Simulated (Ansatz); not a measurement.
# SiO2 (Stishovite): properties at the relaxed cell

The task here is to estimate one member of a computed series from the others.

Computed with Ansatz 0.2.0 (DFT r2SCAN, scalar-relativistic, plane waves, PAW, unless a step's input says otherwise).

**The system as given**

It takes space group P4_2/mnm (No. 136, tetragonal). Conventional cell: a = 4.185 Å, b = 4.185 Å, c = 2.669 Å, α = 90.00°, β = 90.00°, γ = 90.00°. Si (site symmetry mmm) is surrounded by 6 O at 1.76 to 1.81 Å. Around O (site symmetry m2m) lie 3 Si at 1.76 to 1.81 Å.

As a file:

```cif
data_structure
_symmetry_space_group_name_H-M 'P 1'
_symmetry_Int_Tables_number 1
_cell_length_a 4.1851
_cell_length_b 4.1851
_cell_length_c 2.6689
_cell_angle_alpha 90.000
_cell_angle_beta 90.000
_cell_angle_gamma 90.000
_cell_volume 46.75
loop_
_atom_site_label
_atom_site_type_symbol
_atom_site_fract_x
_atom_site_fract_y
_atom_site_fract_z
_atom_site_occupancy
Si1 Si 0.00000 0.00000 0.00000 1
Si2 Si 0.50000 0.50000 0.50000 1
O1 O 0.30610 0.30610 0.00000 1
O2 O 0.19390 0.80610 0.50000 1
O3 O 0.69390 0.69390 0.00000 1
O4 O 0.80610 0.19390 0.50000 1
```

This cell was relaxed beforehand with the same method: volume 7.79 Å³/atom, gap on the mesh 6.51 eV.

The first run:

input.yaml reads:

```yaml
crystal:
  lattice:
    - [4.1428610265, 0.0, 0.0]
    - [0.0, 4.1428610265, 0.0]
    - [0.0, 0.0, 2.6419878271]
  atoms:
    - { symbol: Si, position: [0.0, 0.0, 0.0] }
    - { symbol: Si, position: [0.5, 0.5, 0.5] }
    - { symbol: O, position: [0.3060983512, 0.3060983512, 0.0] }
    - { symbol: O, position: [0.1939016488, 0.8060983512, 0.5] }
    - { symbol: O, position: [0.6939016488, 0.6939016488, 0.0] }
    - { symbol: O, position: [0.8060983512, 0.1939016488, 0.5] }
basis:
  ecutwfc: 500
kpoints:
  mp_grid: { grid: [6, 6, 8] }
hamiltonian:
  xc: r2scan
scf:
  occupations: { method: gaussian, width: 0.02 }
output:
  forces: true
  stress: true
  eigenvalues: true
relax:
  adjacent_minimum: "off"
  f_tol: 0.01
  max_steps: 30
  cell: { stress_tol: 0.1, fix: [volume] }
```

The run is started by

```
$ ansatz run input.yaml --threads 2 --pin off --max-ram 5120MiB --backend cpu --events-out ev --progress --plain --runs-dir out
```

Among the steps run: The cell scaled to 0.97 of its volume; Volume × 1.03; Point at V/V0 = 0.94; Volume × 1.06; Volume × 0.91; Point at V/V0 = 1.10; The cell scaled to 0.88 of its volume.

One table of the session follows, with a row left open; its other results are not shown here.

It belongs to the step «Energy against volume». 

```
volume (Å³/atom)  energy above the lowest point (meV/atom)  pressure (GPa)  gap on the mesh (eV)
           6.856                                     136.3           52.64                  7.92
           7.090                                      72.0           36.01                  7.86
           7.324                                      30.1           21.90                  7.57
           7.558                                       7.1            9.98                  7.02
           7.791                                       0.0           -0.01                  6.51
           8.025                                         ?               ?                     ?
           8.259                                      23.3          -14.85                  5.66
           8.570                                      58.8          -21.29                  5.23
```

Estimate the missing values for volume (Å³/atom) = 8.025.

Worked estimate for «energy above the lowest point (meV/atom)». A straight line through the neighbours (7.791, 0.0) and (8.259, 23.3) gives 0.0 + (23.3 − 0.0) × (8.025 − 7.791) / (8.259 − 7.791) = 11.7; a parabola fitted to 4 rows on both sides gives 6.5.

The run gave: energy above the lowest point (meV/atom): 6.2; pressure (GPa): -8.24; gap on the mesh (eV): 6.06. In «energy above the lowest point (meV/atom)» the line misses by +5.5 and the parabola by +0.3.
